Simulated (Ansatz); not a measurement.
# ClF3GeH2: the cost of one run

Method: RKS PBE-D4/def2-SVP, in Ansatz 0.2.0.

### Step 1. The structure to begin with

Bond lengths: Ge1–Cl2 2.570 Å, Ge1–H3 1.550 Å, Ge1–F4 1.679 Å, Ge1–F5 1.679 Å, Ge1–F6 1.980 Å. Angles: Cl2–Ge1–H3 109.5°, Cl2–Ge1–F4 109.5°, Cl2–Ge1–F5 109.5°, Cl2–Ge1–F6 71.6°, H3–Ge1–F4 109.5°, H3–Ge1–F5 109.5°, H3–Ge1–F6 178.9°, F4–Ge1–F5 109.5°, F4–Ge1–F6 70.0°, F5–Ge1–F6 70.0°.

As a file:

```xyz
7

Ge    0.0000    0.0000    0.0000
Cl    0.0000    0.0000    2.5700
H     1.4616    0.0000   -0.5162
F    -0.7913    1.3709   -0.5594
F    -0.7913   -1.3709   -0.5594
F    -1.8790    0.0000    0.6243
H    -1.4051    0.0000    1.7575
```

### Step 2. Pulling towards end A

Springs on the bonds that form and break draw the guess towards this end; the thresholds are loose.

The input, input.yaml:

```yaml
crystal:
  periodic: [false, false, false]
  atoms:
    - { symbol: Ge, position_ang: [0.0, 0.0, 0.0] }
    - { symbol: Cl, position_ang: [0.0, 0.0, 2.57] }
    - { symbol: H, position_ang: [1.4616, 0.0, -0.5162] }
    - { symbol: F, position_ang: [-0.7913, 1.3709, -0.5594] }
    - { symbol: F, position_ang: [-0.7913, -1.3709, -0.5594] }
    - { symbol: F, position_ang: [-1.879, 0.0, 0.6243] }
    - { symbol: H, position_ang: [-1.4051, 0.0, 1.7575] }
basis:
  gaussian: { orbitals: def2-SVP }
hamiltonian:
  xc: pbe
  dispersion: d4
relax:
  f_tol: 0.15
  max_steps: 25
  restrain:
    - { distance: [0, 5], at: 2.88, k: 30.0 }
    - { distance: [6, 1], at: 2.57, k: 30.0 }
    - { distance: [0, 1], at: 2.22, k: 30.0 }
    - { distance: [6, 5], at: 0.92, k: 30.0 }
```

The run is started by

```console
ansatz run input.yaml --threads 2 --pin off --max-ram 3072MiB --backend cpu --events-out ev --progress --plain --runs-dir out
```

What time and memory should one allow on 2 threads of Arm Neoverse V1, shared host?

About 12 s, with a peak of 0.15 GiB.
